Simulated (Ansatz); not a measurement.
**C₄H₅F₃O₂: geometry at several levels**

The task, for C₄H₅F₃O₂: geometry at several levels.

Computed with Ansatz 0.2.0 (the levels named in each step, unless a step's input says otherwise).

## Step 1: The structure to begin with

Bond lengths: C1–C2 1.520 Å, C2–O3 1.440 Å, O3–C4 1.311 Å, C4–O5 1.194 Å, C4–C6 1.561 Å, C6–F7 1.338 Å, C6–F8 1.330 Å, C6–F9 1.339 Å, C1–H10 1.087 Å, C1–H11 1.086 Å, C1–H12 1.087 Å, C2–H13 1.091 Å, C2–H14 1.094 Å. Angles (14 of 22 angles, heavy atoms first): C1–C2–O3 110.9°, C2–O3–C4 117.5°, O3–C4–O5 128.4°, O3–C4–C6 108.7°, O5–C4–C6 122.9°, C4–C6–F7 111.4°, C4–C6–F8 111.7°, C4–C6–F9 110.9°, F7–C6–F8 107.7°, F7–C6–F9 107.3°, F8–C6–F9 107.7°, C1–C2–H13 111.5°, C1–C2–H14 110.7°, O3–C2–H13 104.5°.

As a file:

```xyz
14

C    -3.2160    0.1413    0.3849
C    -2.3420   -0.7931   -0.4352
O    -1.0331   -0.2279   -0.6362
C    -0.1428   -0.4130    0.3082
O    -0.2591   -1.0234    1.3280
C     1.1788    0.3087   -0.1014
F     1.6177   -0.1144   -1.2923
F     2.1480    0.0994    0.7851
F     0.9912    1.6313   -0.1944
H    -3.2728    1.1172   -0.0902
H    -4.2157   -0.2760    0.4599
H    -2.8078    0.2574    1.3859
H    -2.7386   -0.9293   -1.4423
H    -2.2333   -1.7599    0.0647
```

## Step 2: A rough first relaxation, PBE-D4/def2-SVP

This run stands in another session on the same molecule. It ended at:

```xyz
14

C    -3.2178    0.1406    0.3859
C    -2.3455   -0.7909   -0.4365
O    -1.0327   -0.2121   -0.6678
C    -0.1217   -0.4027    0.2953
O    -0.2633   -1.0206    1.3260
C     1.1964    0.3116   -0.1044
F     1.6364   -0.1275   -1.3013
F     2.1427    0.0800    0.8126
F     0.9945    1.6441   -0.1900
H    -3.2982    1.1369   -0.0922
H    -4.2380   -0.2839    0.4751
H    -2.8093    0.2649    1.4078
H    -2.7547   -0.9520   -1.4522
H    -2.2140   -1.7703    0.0662
```

## Step 3: Relaxation, HF/STO-3G

Input file input.yaml:

```yaml
crystal:
  periodic: [false, false, false]
  atoms:
    - { symbol: C, position_ang: [-3.21776972, 0.14063984, 0.38592946] }
    - { symbol: C, position_ang: [-2.34546172, -0.79088862, -0.43652824] }
    - { symbol: O, position_ang: [-1.03269995, -0.21206389, -0.66775759] }
    - { symbol: C, position_ang: [-0.12170829, -0.40272162, 0.29529873] }
    - { symbol: O, position_ang: [-0.26328594, -1.02064228, 1.32604907] }
    - { symbol: C, position_ang: [1.19638754, 0.31164869, -0.10441436] }
    - { symbol: F, position_ang: [1.63643852, -0.12753688, -1.301297] }
    - { symbol: F, position_ang: [2.14273387, 0.07995689, 0.81261484] }
    - { symbol: F, position_ang: [0.99446906, 1.64409975, -0.19002748] }
    - { symbol: H, position_ang: [-3.29818946, 1.13690015, -0.0921839] }
    - { symbol: H, position_ang: [-4.23802945, -0.28386574, 0.47513718] }
    - { symbol: H, position_ang: [-2.80933246, 0.26488186, 1.40781947] }
    - { symbol: H, position_ang: [-2.75472447, -0.95201462, -1.45217103] }
    - { symbol: H, position_ang: [-2.21403753, -1.77026351, 0.06624084] }
basis:
  gaussian: { orbitals: STO-3G }
hamiltonian:
  xc: hf
relax:
  f_tol: 0.004
  max_steps: 150
```

Launch:

```bash
$ ansatz run input.yaml --threads 4 --pin off --max-ram 10240MiB --backend cpu --events-out ev --progress --plain --runs-dir out
```

Output, cut to the lines that bear on the results:

```text
Warning: RAYON_NUM_THREADS=4 ignored (pool sized by the plan → 4); use --threads N
[...]
Functional definition: HF
[...]
789 factors; integrals over basis functions are off by at most 9.1e-6 eV
[...]
mean field -16172.73074204 eV, -594.3368924992 hartree, gradient 1.2e-5 eV, S^2 0.000000; 0 other end points of the search recorded, 0 dependent functions left out
[...]
reference -16172.73074204 eV, -594.3368924992 hartree; 36, 36 occupied and 14, 14 virtual orbitals, 789 factors
relax step   1: F+E_penalty+E_count = -16172.73074204 eV  Δ(F+E_penalty+E_count) = +0.000e0 eV  max|allowed force component| = 1.829e0 eV/Å  Δτ_max = 0.0000 Å  (32 SCF iters, accepted)
[...]
relax step   5: F+E_penalty+E_count = -16172.96076202 eV  Δ(F+E_penalty+E_count) = -5.636e-4 eV  max|allowed force component| = 3.527e-2 eV/Å  Δτ_max = 0.0189 Å  (30 SCF iters, accepted)
[...]
relax step   9: F+E_penalty+E_count = -16172.96149759 eV  Δ(F+E_penalty+E_count) = -3.505e-5 eV  max|allowed force component| = 1.562e-2 eV/Å  Δτ_max = 0.0073 Å  (30 SCF iters, accepted)
[...]
relax step  13: F+E_penalty+E_count = -16172.96158961 eV  Δ(F+E_penalty+E_count) = -3.036e-5 eV  max|allowed force component| = 8.428e-3 eV/Å  Δτ_max = 0.0144 Å  (29 SCF iters, accepted)
[...]
relax step  17: F+E_penalty+E_count = -16172.96165453 eV  Δ(F+E_penalty+E_count) = -9.684e-6 eV  max|allowed force component| = 7.366e-3 eV/Å  Δτ_max = 0.0019 Å  (31 SCF iters, accepted)
[...]
reference -16172.96166147 eV, -594.3453786320 hartree; 36, 36 occupied and 14, 14 virtual orbitals, 789 factors
Total energy: -16172.96166147 eV, -594.3453786320 hartree
Atom 0 at    -3.224160     0.116355     0.428101 Å, force     0.000355    -0.000140     0.000763 eV/Å
Atom 1 at    -2.348179    -0.780019    -0.474295 Å, force    -0.000312     0.000252    -0.000308 eV/Å
Atom 2 at    -1.055681    -0.194896    -0.744382 Å, force     0.000500     0.000124     0.000252 eV/Å
Atom 3 at    -0.149688    -0.370498     0.286960 Å, force    -0.000734    -0.000951    -0.000260 eV/Å
Atom 4 at    -0.354473    -0.961375     1.327192 Å, force     0.000065     0.000721    -0.000394 eV/Å
Atom 5 at     1.234290     0.317390    -0.102754 Å, force    -0.000101     0.000092     0.000069 eV/Å
Atom 6 at     1.742682    -0.235238    -1.251388 Å, force    -0.000279     0.000605     0.001033 eV/Å
Atom 7 at     2.145779     0.144460     0.905622 Å, force    -0.000193     0.000437    -0.000933 eV/Å
Atom 8 at     1.062938     1.662990    -0.311254 Å, force     0.000593    -0.001027     0.000024 eV/Å
Atom 9 at    -3.325785     1.105870    -0.006951 Å, force     0.000092    -0.000227     0.000110 eV/Å
Atom 10 at    -4.210963    -0.325505     0.524912 Å, force     0.000101     0.000043    -0.000172 eV/Å
Atom 11 at    -2.788306     0.209914     1.417773 Å, force    -0.000395     0.000075    -0.000148 eV/Å
Atom 12 at    -2.822002    -0.901044    -1.452484 Å, force     0.000255    -0.000118     0.000014 eV/Å
Atom 13 at    -2.231663    -1.770273    -0.022342 Å, force     0.000052     0.000115    -0.000049 eV/Å
Dipole moment:    -0.378232    -0.062558    -0.081429 e Å
```

Wall time 33 s (4 threads of Intel Xeon at 2.50GHz (Skylake/Cascade Lake), shared host); peak memory 0.14 GiB.

The steps of the relaxation:

```csv
step,E - E(step 1) (eV),largest force component (eV/Å)
1,0.0000,1.8292
2,-0.2153,0.8233
3,-0.2284,0.1378
4,-0.2295,0.0455
5,-0.2300,0.0353
6,-0.2306,0.0592
7,-0.1525,2.0946
8,-0.2307,0.0157
9,-0.2308,0.0156
10,-0.2308,0.0086
11,-0.2308,0.0050
12,-0.2308,0.0035
13,-0.2308,0.0084
14,-0.2309,0.0234
15,-0.2309,0.0224
16,-0.2309,0.0144
17,-0.2309,0.0074
18,-0.2309,0.0035
19,-0.2309,0.0010
```

Step 1 is the start. Step 7 was tried and not accepted.

Before: Bond lengths: C1–C2 1.518 Å, C2–O3 1.453 Å, O3–C4 1.339 Å, C4–O5 1.210 Å, C4–C6 1.552 Å, C6–F7 1.349 Å, C6–F8 1.338 Å, C6–F9 1.350 Å, C1–H10 1.108 Å, C1–H11 1.109 Å, C1–H12 1.107 Å, C2–H13 1.107 Å, C2–H14 1.109 Å. Angles (14 of 22 angles, heavy atoms first): C1–C2–O3 111.2°, C2–O3–C4 116.3°, O3–C4–O5 127.3°, O3–C4–C6 109.1°, O5–C4–C6 123.6°, C4–C6–F7 110.8°, C4–C6–F8 110.2°, C4–C6–F9 110.1°, F7–C6–F8 108.7°, F7–C6–F9 108.3°, F8–C6–F9 108.7°, C1–C2–H13 112.0°, C1–C2–H14 111.4°, O3–C2–H13 104.2°.

After: Bond lengths: C1–C2 1.544 Å, C2–O3 1.444 Å, O3–C4 1.384 Å, C4–O5 1.214 Å, C4–C6 1.594 Å, C6–F7 1.372 Å, C6–F8 1.370 Å, C6–F9 1.372 Å, C1–H10 1.086 Å, C1–H11 1.086 Å, C1–H12 1.085 Å, C2–H13 1.094 Å, C2–H14 1.095 Å. Angles (14 of 22 angles, heavy atoms first): C1–C2–O3 112.4°, C2–O3–C4 113.3°, O3–C4–O5 126.2°, O3–C4–C6 109.4°, O5–C4–C6 124.5°, C4–C6–F7 110.6°, C4–C6–F8 110.1°, C4–C6–F9 110.6°, F7–C6–F8 108.6°, F7–C6–F9 108.3°, F8–C6–F9 108.6°, C1–C2–H13 109.9°, C1–C2–H14 110.1°, O3–C2–H13 105.4°.

## Step 4: Relaxation, HF/6-31G*

Edit input.yaml of step 3 so:

```diff
@@ -18,3 +18,3 @@
 basis:
-  gaussian: { orbitals: STO-3G }
+  gaussian: { orbitals: "6-31G*" }
 hamiltonian:
```

Launch:

```bash
$ ansatz run input.yaml --threads 4 --pin off --max-ram 10240MiB --backend cpu --events-out ev --progress --plain --runs-dir out
```

Output, cut to the lines that bear on the results:

```text
Warning: RAYON_NUM_THREADS=4 ignored (pool sized by the plan → 4); use --threads N
[...]
[... 1 set-up line as earlier in the session ...]
[...]
1512 factors; integrals over basis functions are off by at most 4.0e-4 eV
[...]
mean field -16393.04050257 eV, -602.4331268674 hartree, gradient 1.8e-5 eV, S^2 0.000000; 0 other end points of the search recorded, 0 dependent functions left out
[...]
reference -16393.04050257 eV, -602.4331268674 hartree; 36, 36 occupied and 109, 109 virtual orbitals, 1512 factors
relax step   1: F+E_penalty+E_count = -16393.04050257 eV  Δ(F+E_penalty+E_count) = +0.000e0 eV  max|allowed force component| = 2.773e0 eV/Å  Δτ_max = 0.0000 Å  (40 SCF iters, accepted)
[...]
relax step   4: F+E_penalty+E_count = -16393.29385915 eV  Δ(F+E_penalty+E_count) = -4.458e-4 eV  max|allowed force component| = 3.646e-2 eV/Å  Δτ_max = 0.0043 Å  (29 SCF iters, accepted)
[...]
Atom 4 at    -0.252349    -0.975755     1.311208 Å, force    -0.000227    -0.000472     0.000786 eV/Å
Atom 5 at     1.179000     0.301863    -0.105650 Å, force     0.000018    -0.000592    -0.000193 eV/Å
Atom 6 at     1.626330    -0.199509    -1.238737 Å, force    -0.000024     0.000138    -0.000108 eV/Å
Atom 7 at     2.092770     0.133721     0.815188 Å, force     0.000065     0.000211     0.000070 eV/Å
Atom 8 at     0.983168     1.594084    -0.272890 Å, force    -0.000004     0.000084     0.000104 eV/Å
Atom 9 at    -3.280511     1.112903    -0.041980 Å, force     0.000025    -0.000057    -0.000235 eV/Å
Atom 10 at    -4.207876    -0.293326     0.465819 Å, force    -0.000115     0.000042     0.000188 eV/Å
Atom 11 at    -2.817087     0.221171     1.407610 Å, force    -0.000016    -0.000124     0.000039 eV/Å
Atom 12 at    -2.722843    -0.882666    -1.442853 Å, force     0.000184     0.000408    -0.000035 eV/Å
Atom 13 at    -2.221002    -1.754834     0.001532 Å, force     0.000202     0.000266     0.000138 eV/Å
Dipole moment:    -0.608290    -0.045715    -0.234170 e Å
```

Run time: 66 s. Hardware: 4 threads of Intel Xeon at 2.50GHz (Skylake/Cascade Lake), shared host; peak memory 0.43 GiB.

The steps of the relaxation:

| step | E - E(step 1) (eV) | largest force component (eV/Å) |
| --- | --- | --- |
| 1 | 0.0000 | 2.7726 |
| 2 | -0.2369 | 0.5588 |
| 3 | -0.2529 | 0.1400 |
| 4 | -0.2534 | 0.0365 |
| 5 | -0.2535 | 0.0195 |
| 6 | -0.2536 | 0.0200 |
| 7 | -0.2537 | 0.0187 |
| 8 | -0.2537 | 0.0248 |
| 9 | -0.2538 | 0.0181 |
| 10 | -0.2539 | 0.0076 |
| 11 | -0.2539 | 0.0093 |
| 12 | -0.2539 | 0.0046 |
| 13 | -0.2539 | 0.0040 |
| 14 | -0.2539 | 0.0010 |

Step 1 is the start.

Before: Bond lengths: C1–C2 1.518 Å, C2–O3 1.453 Å, O3–C4 1.339 Å, C4–O5 1.210 Å, C4–C6 1.552 Å, C6–F7 1.349 Å, C6–F8 1.338 Å, C6–F9 1.350 Å, C1–H10 1.108 Å, C1–H11 1.109 Å, C1–H12 1.107 Å, C2–H13 1.107 Å, C2–H14 1.109 Å. Angles (14 of 22 angles, heavy atoms first): C1–C2–O3 111.2°, C2–O3–C4 116.3°, O3–C4–O5 127.3°, O3–C4–C6 109.1°, O5–C4–C6 123.6°, C4–C6–F7 110.8°, C4–C6–F8 110.2°, C4–C6–F9 110.1°, F7–C6–F8 108.7°, F7–C6–F9 108.3°, F8–C6–F9 108.7°, C1–C2–H13 112.0°, C1–C2–H14 111.4°, O3–C2–H13 104.2°.

After: Bond lengths: C1–C2 1.516 Å, C2–O3 1.436 Å, O3–C4 1.306 Å, C4–O5 1.181 Å, C4–C6 1.532 Å, C6–F7 1.317 Å, C6–F8 1.308 Å, C6–F9 1.318 Å, C1–H10 1.084 Å, C1–H11 1.085 Å, C1–H12 1.083 Å, C2–H13 1.079 Å, C2–H14 1.079 Å. Angles (14 of 22 angles, heavy atoms first): C1–C2–O3 111.1°, C2–O3–C4 118.5°, O3–C4–O5 127.5°, O3–C4–C6 109.9°, O5–C4–C6 122.6°, C4–C6–F7 110.3°, C4–C6–F8 110.8°, C4–C6–F9 110.2°, F7–C6–F8 108.6°, F7–C6–F9 108.3°, F8–C6–F9 108.6°, C1–C2–H13 111.5°, C1–C2–H14 111.8°, O3–C2–H13 104.1°.

## Step 5: Relaxation, LDA/def2-SVP

Edit input.yaml of step 4 so:

```diff
@@ -18,5 +18,5 @@
 basis:
-  gaussian: { orbitals: "6-31G*" }
+  gaussian: { orbitals: def2-SVP }
 hamiltonian:
-  xc: hf
+  xc: lda
 relax:
```

Launch:

```bash
$ ansatz run input.yaml --threads 4 --pin off --max-ram 10240MiB --backend cpu --events-out ev --progress --plain --runs-dir out
```

Output, cut to the lines that bear on the results:

```text
Warning: RAYON_NUM_THREADS=4 ignored (pool sized by the plan → 4); use --threads N
[...]
Functional definition: SPW92
[...]
1652 factors; their error is unknown
[...]
mean field -16342.93160815 eV, -600.5916589628 hartree, gradient 4.9e-5 eV, S^2 0.000000; 0 other end points of the search recorded, 0 dependent functions left out
[...]
reference -16342.93163552 eV, -600.5916599684 hartree; 36, 36 occupied and 115, 115 virtual orbitals, 1652 factors
relax step   1: F+E_penalty+E_count = -16342.93160815 eV  Δ(F+E_penalty+E_count) = +0.000e0 eV  max|allowed force component| = 9.494e-1 eV/Å  Δτ_max = 0.0000 Å  (32 SCF iters, accepted)
[...]
relax step   3: F+E_penalty+E_count = -16342.99591727 eV  Δ(F+E_penalty+E_count) = -9.118e-3 eV  max|allowed force component| = 8.086e-2 eV/Å  Δτ_max = 0.0240 Å  (33 SCF iters, accepted)
[...]
Atom 4 at    -0.337947    -0.950374     1.324057 Å, force     0.000270     0.000317    -0.002728 eV/Å
Atom 5 at     1.157561     0.307876    -0.097573 Å, force    -0.000099     0.000285     0.000333 eV/Å
Atom 6 at     1.610562    -0.159226    -1.257240 Å, force     0.000265    -0.000586    -0.000366 eV/Å
Atom 7 at     2.064134     0.091072     0.836635 Å, force     0.000095     0.000171     0.000402 eV/Å
Atom 8 at     0.969188     1.620286    -0.219665 Å, force    -0.000116    -0.000223    -0.000364 eV/Å
Atom 9 at    -3.250108     1.134078    -0.065228 Å, force     0.000009     0.000076    -0.000021 eV/Å
Atom 10 at    -4.185407    -0.290164     0.510062 Å, force    -0.000039     0.000137     0.000035 eV/Å
Atom 11 at    -2.717276     0.226453     1.404904 Å, force     0.000058    -0.000085     0.000026 eV/Å
Atom 12 at    -2.762479    -0.934617    -1.467480 Å, force    -0.000170    -0.000040    -0.000016 eV/Å
Atom 13 at    -2.190033    -1.772772     0.034618 Å, force    -0.000123    -0.000122     0.000015 eV/Å
Dipole moment:    -0.542415    -0.037301    -0.204873 e Å
```

Wall time 27 s (4 threads of Intel Xeon at 2.50GHz (Skylake/Cascade Lake), shared host); peak memory 0.22 GiB.

Relaxation path:

```csv
step,energy from step 1 (eV),largest force component (eV/Å)
1,0.0000,0.9494
2,-0.0552,0.3782
3,-0.0643,0.0809
4,-0.0647,0.0295
5,-0.0650,0.0283
6,-0.0652,0.0347
7,-0.0653,0.0231
8,-0.0653,0.0190
9,-0.0653,0.0092
10,-0.0653,0.0027
```

Step 1 is the start.

Before: Bond lengths: C1–C2 1.518 Å, C2–O3 1.453 Å, O3–C4 1.339 Å, C4–O5 1.210 Å, C4–C6 1.552 Å, C6–F7 1.349 Å, C6–F8 1.338 Å, C6–F9 1.350 Å, C1–H10 1.108 Å, C1–H11 1.109 Å, C1–H12 1.107 Å, C2–H13 1.107 Å, C2–H14 1.109 Å. Angles (14 of 22 angles, heavy atoms first): C1–C2–O3 111.2°, C2–O3–C4 116.3°, O3–C4–O5 127.3°, O3–C4–C6 109.1°, O5–C4–C6 123.6°, C4–C6–F7 110.8°, C4–C6–F8 110.2°, C4–C6–F9 110.1°, F7–C6–F8 108.7°, F7–C6–F9 108.3°, F8–C6–F9 108.7°, C1–C2–H13 112.0°, C1–C2–H14 111.4°, O3–C2–H13 104.2°.

After: Bond lengths: C1–C2 1.502 Å, C2–O3 1.428 Å, O3–C4 1.322 Å, C4–O5 1.203 Å, C4–C6 1.531 Å, C6–F7 1.330 Å, C6–F8 1.320 Å, C6–F9 1.331 Å, C1–H10 1.110 Å, C1–H11 1.110 Å, C1–H12 1.110 Å, C2–H13 1.109 Å, C2–H14 1.113 Å. Angles (14 of 22 angles, heavy atoms first): C1–C2–O3 111.0°, C2–O3–C4 115.5°, O3–C4–O5 126.7°, O3–C4–C6 109.5°, O5–C4–C6 123.8°, C4–C6–F7 110.7°, C4–C6–F8 110.0°, C4–C6–F9 109.9°, F7–C6–F8 109.0°, F7–C6–F9 108.3°, F8–C6–F9 108.9°, C1–C2–H13 112.3°, C1–C2–H14 110.8°, O3–C2–H13 105.0°.

## Step 6: Relaxation, PBE-D4/def2-SVP

Edit input.yaml of step 5 so:

```diff
@@ -20,3 +20,4 @@
 hamiltonian:
-  xc: lda
+  xc: pbe
+  dispersion: d4
 relax:
```

Launch:

```bash
$ ansatz run input.yaml --threads 4 --pin off --max-ram 10240MiB --backend cpu --events-out ev --progress --plain --runs-dir out
```

Output, cut to the lines that bear on the results:

```text
Warning: RAYON_NUM_THREADS=4 ignored (pool sized by the plan → 4); use --threads N
[...]
Functional definition: PBE
[...]
1652 factors; their error is unknown
[...]
mean field -16444.96364001 eV, -604.3412669738 hartree, gradient 5.0e-5 eV, S^2 0.000000; 0 other end points of the search recorded, 0 dependent functions left out
[...]
reference -16444.96366926 eV, -604.3412680486 hartree; 36, 36 occupied and 115, 115 virtual orbitals, 1652 factors
relax step   1: F+E_penalty+E_count = -16445.25170526 eV  Δ(F+E_penalty+E_count) = +0.000e0 eV  max|allowed force component| = 1.308e-2 eV/Å  Δτ_max = 0.0000 Å  (32 SCF iters, accepted)
[...]
relax step   5: F+E_penalty+E_count = -16445.25173086 eV  Δ(F+E_penalty+E_count) = -4.721e-6 eV  max|allowed force component| = 4.684e-3 eV/Å  Δτ_max = 0.0030 Å  (35 SCF iters, accepted)
[...]
Atom 4 at    -0.268880    -1.012237     1.327990 Å, force     0.000379     0.001033    -0.002157 eV/Å
Atom 5 at     1.196923     0.311139    -0.104551 Å, force    -0.001813     0.000009     0.001693 eV/Å
Atom 6 at     1.641113    -0.137905    -1.296072 Å, force     0.000156    -0.000768    -0.000207 eV/Å
Atom 7 at     2.138937     0.084752     0.818191 Å, force     0.000147     0.000514    -0.000321 eV/Å
Atom 8 at     0.997544     1.643039    -0.201065 Å, force    -0.000121     0.000578    -0.000800 eV/Å
Atom 9 at    -3.299706     1.136225    -0.085333 Å, force     0.000191     0.000216    -0.000090 eV/Å
Atom 10 at    -4.236165    -0.287881     0.479107 Å, force    -0.000479     0.000289    -0.000172 eV/Å
Atom 11 at    -2.805636     0.258726     1.409898 Å, force    -0.000171     0.000080     0.000133 eV/Å
Atom 12 at    -2.756374    -0.945237    -1.455402 Å, force    -0.000150    -0.000305     0.000001 eV/Å
Atom 13 at    -2.214166    -1.771199     0.058290 Å, force     0.000080    -0.000412    -0.000103 eV/Å
Dipole moment:    -0.570031    -0.038930    -0.192682 e Å
```

Wall time 26 s (4 threads of Intel Xeon at 2.50GHz (Skylake/Cascade Lake), shared host); peak memory 0.22 GiB.

The steps of the relaxation:

| step | E - E(step 1) (eV) | largest force component (eV/Å) |
| --- | --- | --- |
| 1 | 0.0000 | 0.0131 |
| 2 | 0.0000 | 0.0075 |
| 3 | 0.0000 | 0.0042 |
| 4 | 0.0000 | 0.0041 |
| 5 | 0.0000 | 0.0047 |
| 6 | 0.0000 | 0.0034 |

Step 1 is the start.

Before: Bond lengths: C1–C2 1.518 Å, C2–O3 1.453 Å, O3–C4 1.339 Å, C4–O5 1.210 Å, C4–C6 1.552 Å, C6–F7 1.349 Å, C6–F8 1.338 Å, C6–F9 1.350 Å, C1–H10 1.108 Å, C1–H11 1.109 Å, C1–H12 1.107 Å, C2–H13 1.107 Å, C2–H14 1.109 Å. Angles (14 of 22 angles, heavy atoms first): C1–C2–O3 111.2°, C2–O3–C4 116.3°, O3–C4–O5 127.3°, O3–C4–C6 109.1°, O5–C4–C6 123.6°, C4–C6–F7 110.8°, C4–C6–F8 110.2°, C4–C6–F9 110.1°, F7–C6–F8 108.7°, F7–C6–F9 108.3°, F8–C6–F9 108.7°, C1–C2–H13 112.0°, C1–C2–H14 111.4°, O3–C2–H13 104.2°.

After: Bond lengths: C1–C2 1.519 Å, C2–O3 1.453 Å, O3–C4 1.339 Å, C4–O5 1.210 Å, C4–C6 1.552 Å, C6–F7 1.349 Å, C6–F8 1.338 Å, C6–F9 1.350 Å, C1–H10 1.108 Å, C1–H11 1.109 Å, C1–H12 1.107 Å, C2–H13 1.107 Å, C2–H14 1.109 Å. Angles (14 of 22 angles, heavy atoms first): C1–C2–O3 111.2°, C2–O3–C4 116.3°, O3–C4–O5 127.2°, O3–C4–C6 109.1°, O5–C4–C6 123.6°, C4–C6–F7 110.8°, C4–C6–F8 110.1°, C4–C6–F9 110.1°, F7–C6–F8 108.7°, F7–C6–F9 108.3°, F8–C6–F9 108.7°, C1–C2–H13 112.0°, C1–C2–H14 111.4°, O3–C2–H13 104.2°.

## Step 7: The levels compared

```
          level  C1–C2 (Å)  C2–O3 (Å)  O3–C4 (Å)  rotational constants (MHz)  dipole (D)  CPU time
      HF/STO-3G     1.5444     1.4443     1.3840       3025.5, 961.33, 905.3        1.88   1.8 min
      HF/6-31G*     1.5160     1.4357     1.3060      3229.7, 1012.8, 954.22        3.14   3.8 min
   LDA/def2-SVP     1.5016     1.4285     1.3217      3166.8, 1025.5, 964.65        2.79      89 s
PBE-D4/def2-SVP     1.5185     1.4533     1.3388      3084.4, 990.98, 932.06        2.90      88 s
```

Constants are for the commonest isotopes at the equilibrium geometry; times are CPU times of the relaxations.

## Step 8: Outcome

```
                quantity    value
C1–C2 at PBE-D4/def2-SVP  1.519 Å
C2–O3 at PBE-D4/def2-SVP  1.453 Å
O3–C4 at PBE-D4/def2-SVP  1.339 Å
```

In words: The C1–C2 distance spreads over 0.043 Å, from LDA/def2-SVP (shortest) to HF/STO-3G.
